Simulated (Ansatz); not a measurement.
# HfF₄: up Jacob's ladder to CCSD(T)

The task here is to estimate one member of a computed series from the others.

Method: functionals in def2-TZVPP, the program's frozen cores in correlated methods; program: Ansatz 0.2.0, Gaussian basis.

The runs, in order: LDA (SPW92), PBE-D4, revPBE-D4, BLYP-D4, r2SCAN-D4, B97M-V, PBE0-D4, B3LYP-D4, r2SCANh-D4, r2SCAN0-D4, HSE06-D4, BHLYP-D4, CAM-B3LYP-D4, LC-ωPBE, ωB97X-V, ωB97M-V, B2PLYP, PBE-QIDH; CCSD(T)/def2-SVP; CCSD(T)/def2-TZVPP; MP2/def2-QZVPP; extrapolation to the limit; RPA on PBE.

## Structure used throughout

All runs share one geometry, relaxed beforehand with PBE0-D4 in a triple-zeta def2 set. Hf takes the def2 core potential; no spin-orbit term is included.

SMILES `[F][Hf]([F])([F])[F]`, 5 atoms, charge 0, spin multiplicity 1.

Atoms are counted from 1 here; the program's logs count them from 0.

Bond lengths: F1–Hf2 1.897 Å, Hf2–F3 1.897 Å, Hf2–F4 1.897 Å, Hf2–F5 1.897 Å. Angles: F1–Hf2–F3 109.5°, F1–Hf2–F4 109.5°, F1–Hf2–F5 109.5°, F3–Hf2–F4 109.5°, F3–Hf2–F5 109.5°, F4–Hf2–F5 109.5°.

Coordinates:

```mol
F4Hf
  3D, bonds by distance, orders not assigned

  5  4  0  0  0  0  0  0  0  0999 V2000
   -0.9009   -0.1441    1.6507 F   0  0
    0.0100   -0.0147   -0.0083 Hf  0  0
    1.6369   -0.9858    0.0863 F   0  0
   -1.0779   -0.7359   -1.3848 F   0  0
    0.3818    1.8069   -0.3853 F   0  0
  1  2  8  0
  2  3  8  0
  2  4  8  0
  2  5  8  0
M  END
```

Set-up of the first run:

in.yaml reads:

```yaml
crystal:
  periodic: [false, false, false]
  atoms:
    - {symbol: F, position_ang: [-0.900927, -0.144063, 1.650673]}
    - {symbol: Hf, position_ang: [0.009998, -0.014732, -0.008281]}
    - {symbol: F, position_ang: [1.636923, -0.985750, 0.086339]}
    - {symbol: F, position_ang: [-1.077937, -0.735924, -1.384845]}
    - {symbol: F, position_ang: [0.381842, 1.806871, -0.385287]}
basis:
  gaussian: {orbitals: def2-TZVPP}
hamiltonian: {xc: lda}
output: {orbitals: {seedname: orbitals}}
```

Run with:

```console
$ ansatz run in.yaml --threads 4 --pin off --events-out ev --progress --plain --max-ram 10444MiB
```

Steps of the session up to this table: LDA; PBE-D4 (GGA); revPBE-D4 (GGA); BLYP-D4 (GGA); r2SCAN-D4 (meta-GGA); B97M-V (meta-GGA); B3LYP-D4 (hybrid); r2SCANh-D4 (hybrid); r2SCAN0-D4 (hybrid); HSE06-D4 (hybrid); BHLYP-D4 (hybrid); CAM-B3LYP-D4 (range-separated); LC-ωPBE (range-separated); ωB97X-V (range-separated); ωB97M-V (range-separated); B2PLYP (double hybrid); PBE-QIDH (double hybrid).

One table of the session follows, with a row left open; its other results are not shown here.

It belongs to the step «Frontier levels by functional». 

```
  functional  HOMO (eV)  gap (eV)
 LDA (SPW92)          ?         ?
      PBE-D4     -10.11      8.50
   revPBE-D4     -10.00      8.52
     BLYP-D4     -10.05      8.37
   r2SCAN-D4     -10.61      9.42
      B97M-V     -10.70      9.19
     PBE0-D4     -12.17     11.27
    B3LYP-D4     -11.87     10.59
  r2SCANh-D4     -11.39     10.53
  r2SCAN0-D4     -12.55     11.99
    HSE06-D4     -11.76     10.51
    BHLYP-D4     -14.23     13.76
CAM-B3LYP-D4     -13.77     13.45
     LC-ωPBE     -15.05     16.00
     ωB97X-V     -14.73     15.49
     ωB97M-V     -14.69     14.96
```

**Question.** Estimate the row for LDA (SPW92).

As computed: HOMO (eV): -10.41; gap (eV): 8.52. In the column «HOMO (eV)» it lies between r2SCAN-D4 (-10.61) and PBE-D4 (-10.11).
